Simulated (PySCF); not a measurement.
**C3H3F3O (3,3,3-trifluoropropanal): levels of theory compared**

We compute a comparison of 6 runs (HF/STO-3G, HF/3-21G, HF/def2-SVP, HF/6-311G**, SVWN5/6-31G, CCSD/6-31G**) of C3H3F3O (3,3,3-trifluoropropanal). The job is set up through a Python script.

Program for the calculation: PySCF 2.14.0.

## (1) Starting point

C3H3F3O: 10 atoms, total charge 0, spin state singlet. SMILES: `O=CCC(F)(F)F`. Geometry: relaxed at PBE0-D4/def2-TZVP. This is one conformer, not always the lowest.

Bond lengths: O1–C2 1.195 Å, C2–C3 1.507 Å, C3–C4 1.508 Å, C4–F5 1.344 Å, C4–F6 1.333 Å, C4–F7 1.333 Å, C2–H8 1.111 Å, C3–H9 1.095 Å, C3–H10 1.095 Å. Some angles: O1–C2–C3 125.5°, C2–C3–C4 115.7°, C3–C4–F5 109.8°, C3–C4–F6 112.1°, C3–C4–F7 112.1°, F5–C4–F6 107.2°, F5–C4–F7 107.2°, F6–C4–F7 108.2°, O1–C2–H8 121.2°, C3–C2–H8 113.3°.

## (2) Energy and gradient at HF/STO-3G (run 1)

Contents of input.xyz:

```xyz
10

O     -1.140000    -1.717100     0.304500
C     -0.348300    -1.070400     0.923600
C      0.331700     0.182600     0.435000
C     -0.044400     0.630300    -0.955000
F      0.625900     1.752100    -1.269200
F     -1.344600     0.905600    -1.058100
F      0.262100    -0.283500    -1.875900
H     -0.044400    -1.362400     1.951500
H      1.414800     0.028800     0.471700
H      0.112200     0.994800     1.135200
```

Contents of job.py:

```python
import pyscf.grad
from pyscf import gto

molecule = gto.Mole()
molecule.atom = 'input.xyz'
molecule.spin = 0
molecule.basis = 'sto-3g'
molecule.verbose = 4
molecule.max_memory = 1860
molecule.charge = 0
molecule.build()

hf = molecule.RHF()
hf.conv_tol = 1e-10
hf.kernel()
if not hf.converged:
    hf = hf.newton().run(hf.mo_coeff, hf.mo_occ)

e_tot = hf.e_tot
print('Final energy', e_tot)
grad = hf.Gradients().kernel()
hf.analyze()
```

Started as:

```console
$ OMP_NUM_THREADS=1 python job.py
```

Standard output:

```text
PySCF version 2.14.0

[... 67 lines left out ...]
Final energy -481.8983248800493
[... 15 lines left out ...]
Two-electron Energy =                  517.864991631507223
[... 5 lines left out ...]
MO #2   energy= -25.9674986851346  occ= 2
[... 3 lines left out ...]
MO #6   energy= -11.1494163471513  occ= 2
[... 3 lines left out ...]
MO #10  energy= -1.50775329734667  occ= 2
[... 3 lines left out ...]
MO #14  energy= -0.754380053005609 occ= 2
[... 3 lines left out ...]
MO #18  energy= -0.618876235553546 occ= 2
[... 3 lines left out ...]
MO #22  energy= -0.511035074907296 occ= 2
[... 3 lines left out ...]
MO #26  energy= -0.443527664427167 occ= 2
[... 3 lines left out ...]
MO #30  energy= 0.524600315982545  occ= 0
[... 3 lines left out ...]
MO #34  energy= 0.6761095890822    occ= 0
[... 3 lines left out ...]
MO #38  energy= 0.987166319127153  occ= 0
[... 12 lines left out ...]
pop of  2 C 1s            1.99978
pop of  2 C 2s            1.03406
pop of  2 C 2px           1.04898
pop of  2 C 2py           1.03367
pop of  2 C 2pz           1.00898
pop of  3 C 1s            1.99990
pop of  3 C 2s            1.05262
pop of  3 C 2px           0.81769
pop of  3 C 2py           0.82515
pop of  3 C 2pz           0.93982
pop of  4 F 1s            1.99996
pop of  4 F 2s            1.88181
pop of  4 F 2px           1.80139
pop of  4 F 2py           1.52229
pop of  4 F 2pz           1.92371
pop of  5 F 1s            1.99996
pop of  5 F 2s            1.87745
pop of  5 F 2px           1.37070
pop of  5 F 2py           1.91940
pop of  5 F 2pz           1.95344
pop of  6 F 1s            1.99996
pop of  6 F 2s            1.87746
pop of  6 F 2px           1.91554
pop of  6 F 2py           1.67041
pop of  6 F 2pz           1.65756
pop of  7 H 1s            0.98299
pop of  8 H 1s            0.94067
pop of  9 H 1s            0.94070
 ** Mulliken atomic charges  **
charge of    0O =     -0.12827
charge of    1C =      0.12432
charge of    2C =     -0.12547
charge of    3C =      0.36482
charge of    4F =     -0.12916
charge of    5F =     -0.12094
charge of    6F =     -0.12093
charge of    7H =      0.01701
charge of    8H =      0.05933
charge of    9H =      0.05930
Dipole moment(X, Y, Z, Debye):  1.43253,  0.49530,  2.09852
```

Run time: 2.6 s. Hardware: 1 thread of Intel Xeon at 2.70GHz, shared host; peak memory 0.12 GiB.

## (3) Energy and forces at HF/3-21G (run 2)

Edit input.xyz of step 2 so:

```diff
@@ -1,3 +1,3 @@
 10
-
+C3H3F3O
 O     -1.140000    -1.717100     0.304500
```

Contents of input.py:

```python
# O=CCC(F)(F)F
from pyscf import gto, scf

molecule = gto.Mole()
molecule.atom = 'input.xyz'
molecule.charge = 0
molecule.verbose = 4
molecule.max_memory = 1860
molecule.basis = '3-21g'
molecule.build()

mf = scf.RHF(molecule)
mf.conv_tol = 1e-10
mf.kernel()
if not mf.converged:
    mf = mf.newton().run(mf.mo_coeff, mf.mo_occ)

e_tot = mf.e_tot
print('E = %.10f Eh' % e_tot)
grad = mf.nuc_grad_method().kernel()
mf.analyze()
```

Started as:

```console
$ OMP_NUM_THREADS=1 python input.py
```

Standard output:

```text
PySCF version 2.14.0

[... 86 lines left out ...]
Two-electron Coulomb Energy =          568.929913768398706
[... 8 lines left out ...]
MO #6   energy= -11.3145927085683  occ= 2
[... 6 lines left out ...]
MO #13  energy= -0.939362045922912 occ= 2
[... 6 lines left out ...]
MO #20  energy= -0.684394893049873 occ= 2
[... 6 lines left out ...]
MO #27  energy= -0.52984940244708  occ= 2
[... 6 lines left out ...]
MO #34  energy= 0.379321262246     occ= 0
[... 6 lines left out ...]
MO #41  energy= 0.944840995393391  occ= 0
[... 6 lines left out ...]
MO #48  energy= 1.28961961177742   occ= 0
[... 6 lines left out ...]
MO #55  energy= 1.97990222640436   occ= 0
[... 6 lines left out ...]
MO #62  energy= 2.43340527193538   occ= 0
[... 6 lines left out ...]
MO #69  energy= 4.71263719889138   occ= 0
[... 43 lines left out ...]
pop of  4 F 2pz           1.93192
pop of  4 F 3px           0.00064
pop of  4 F 3py           0.00069
pop of  4 F 3pz           0.00155
pop of  5 F 1s            1.99983
pop of  5 F 2s            1.83860
pop of  5 F 3s            0.00288
pop of  5 F 2px           1.55958
pop of  5 F 2py           1.92097
pop of  5 F 2pz           1.95150
pop of  5 F 3px           0.00055
pop of  5 F 3py           0.00083
pop of  5 F 3pz           0.00146
pop of  6 F 1s            1.99983
pop of  6 F 2s            1.83862
pop of  6 F 3s            0.00288
pop of  6 F 2px           1.91871
pop of  6 F 2py           1.75821
pop of  6 F 2pz           1.75510
pop of  6 F 3px           0.00073
pop of  6 F 3py           0.00058
pop of  6 F 3pz           0.00154
pop of  7 H 1s            0.90752
pop of  7 H 2s            0.01179
pop of  8 H 1s            0.85215
pop of  8 H 2s            0.01186
pop of  9 H 1s            0.85222
pop of  9 H 2s            0.01186
 ** Mulliken atomic charges  **
charge of    0O =     -0.34633
charge of    1C =      0.27721
charge of    2C =     -0.24230
charge of    3C =      0.80181
charge of    4F =     -0.29057
charge of    5F =     -0.27620
charge of    6F =     -0.27620
charge of    7H =      0.08069
charge of    8H =      0.13598
charge of    9H =      0.13592
Dipole moment(X, Y, Z, Debye):  2.37453,  0.77466,  3.54580
```

Wall time 3 s (1 thread of Intel Xeon at 2.70GHz, shared host); peak memory 0.14 GiB.

Runs 3 to 5 aren't shown in full; the table further down has their settings and results.

## (4) A single-point energy at CCSD/6-31G(d,p) (spherical functions) (run 6)

Contents of run.py:

```python
from pyscf import gto, scf, cc

mol = gto.M(
    atom='''
O     -1.140000    -1.717100     0.304500
C     -0.348300    -1.070400     0.923600
C      0.331700     0.182600     0.435000
C     -0.044400     0.630300    -0.955000
F      0.625900     1.752100    -1.269200
F     -1.344600     0.905600    -1.058100
F      0.262100    -0.283500    -1.875900
H     -0.044400    -1.362400     1.951500
H      1.414800     0.028800     0.471700
H      0.112200     0.994800     1.135200
''',
    basis='6-31g**',
    charge=0,
    max_memory=1860,
    verbose=4,
)

myscf = scf.RHF(mol)
myscf.conv_tol = 1e-10
myscf.kernel()
if not myscf.converged:
    myscf = myscf.newton().run(myscf.mo_coeff, myscf.mo_occ)

mycc = cc.CCSD(myscf, frozen=7)
mycc.kernel()
e_final = mycc.e_tot
print(f'total energy: {e_final:.8f} hartree')
myscf.analyze()
```

Started as:

```console
$ OMP_NUM_THREADS=1 python run.py
```

Standard output:

```text
PySCF version 2.14.0

[... 81 lines left out ...]
Init t2, MP2 energy = -489.604897112624  E_corr(MP2) -1.07008246578464
[... 26 lines left out ...]
MO #3   energy= -26.3348038668467  occ= 2
[... 10 lines left out ...]
MO #14  energy= -0.855176374140165 occ= 2
[... 10 lines left out ...]
MO #25  energy= -0.625354528733586 occ= 2
[... 10 lines left out ...]
MO #36  energy= 0.461451862786417  occ= 0
[... 10 lines left out ...]
MO #47  energy= 0.942442704601656  occ= 0
[... 10 lines left out ...]
MO #58  energy= 1.45123224923416   occ= 0
[... 10 lines left out ...]
MO #69  energy= 1.81894043107021   occ= 0
[... 10 lines left out ...]
MO #80  energy= 2.19473565498804   occ= 0
[... 10 lines left out ...]
MO #91  energy= 2.51105246353884   occ= 0
[... 10 lines left out ...]
MO #102 energy= 3.10331602533861   occ= 0
[... 10 lines left out ...]
MO #113 energy= 3.79673630847532   occ= 0
[... 87 lines left out ...]
pop of  6 F 2s            1.82948
pop of  6 F 3s            0.00302
pop of  6 F 2px           1.92554
pop of  6 F 2py           1.76739
pop of  6 F 2pz           1.76292
pop of  6 F 3px           0.00158
pop of  6 F 3py           0.00113
pop of  6 F 3pz           0.00193
pop of  6 F 3dxy          0.00146
pop of  6 F 3dyz          0.00476
pop of  6 F 3dz^2         0.00192
pop of  6 F 3dxz          0.00159
pop of  6 F 3dx2-y2       0.00165
pop of  7 H 1s            0.91288
pop of  7 H 2s            0.00927
pop of  7 H 2px           0.00015
pop of  7 H 2py           0.00046
pop of  7 H 2pz           0.00141
pop of  8 H 1s            0.85936
pop of  8 H 2s            0.00851
pop of  8 H 2px           0.00120
pop of  8 H 2py           0.00006
pop of  8 H 2pz           0.00004
pop of  9 H 1s            0.85944
pop of  9 H 2s            0.00851
pop of  9 H 2px           0.00006
pop of  9 H 2py           0.00073
pop of  9 H 2pz           0.00051
 ** Mulliken atomic charges  **
charge of    0O =     -0.41518
charge of    1C =      0.34486
charge of    2C =     -0.22884
charge of    3C =      0.89008
charge of    4F =     -0.31959
charge of    5F =     -0.30436
charge of    6F =     -0.30437
charge of    7H =      0.07582
charge of    8H =      0.13082
charge of    9H =      0.13075
Dipole moment(X, Y, Z, Debye):  2.34614,  0.91970,  3.27953
```

It took 80 s on 1 thread of Intel Xeon at 2.70GHz, shared host; peak memory 1.2 GiB.

## (5) Overview of the runs

```
run                               level  integration grid      task  energy (Eh)  dipole moment (D) of the reference  HOMO energy (eV)  LUMO energy (eV)  wall time
  1                           HF/STO-3G                 –  gradient  -481.898325                                2.59             -9.64              7.59      2.6 s
  2                            HF/3-21G                 –  gradient  -485.863964                                4.34            -12.12              3.72        3 s
  3                         HF/def2-SVP                 –  gradient  -488.148848                                4.30            -12.34              3.46       16 s
  4                         HF/6-311G**                 –  gradient  -488.663667                                4.27            -12.25              3.45       31 s
  5                         SVWN5/6-31G                 5  gradient  -487.249430                                3.75             -6.35             -2.50       26 s
  6  CCSD/6-31G** (spherical functions)                 –    energy  -489.632214                                4.14            -12.13              3.69       80 s
```

## (6) Results

| quantity | value |
| --- | --- |
| run 6: total energy | -489.63221 Eh |
| run 6: dipole moment (Hartree–Fock density) | 4.14 D |
| run 6: HOMO energy (Hartree–Fock orbitals) | -12.13 eV |
| run 6: LUMO energy (Hartree–Fock orbitals) | 3.69 eV |
| run 6: HOMO–LUMO gap (Hartree–Fock orbitals) | 15.82 eV |
| run 6: correlation energy (7 core orbitals frozen) | -1097.4 mEh |
| run 6: T1 diagnostic | 0.013 |

In words: Over runs 1, 2, 3, 4, 5 the dipole moment (its size) runs from 2.59 D (HF/STO-3G) to 4.34 D (HF/3-21G). Over runs 1, 2, 3, 4, 5 the HOMO–LUMO gap runs from 3.85 eV (SVWN5/6-31G) to 17.24 eV (HF/STO-3G). The two ends differ in method and basis. In run 1 the basis is minimal, so the values are rough. All runs together took 2.6 min, the longest 80 s.
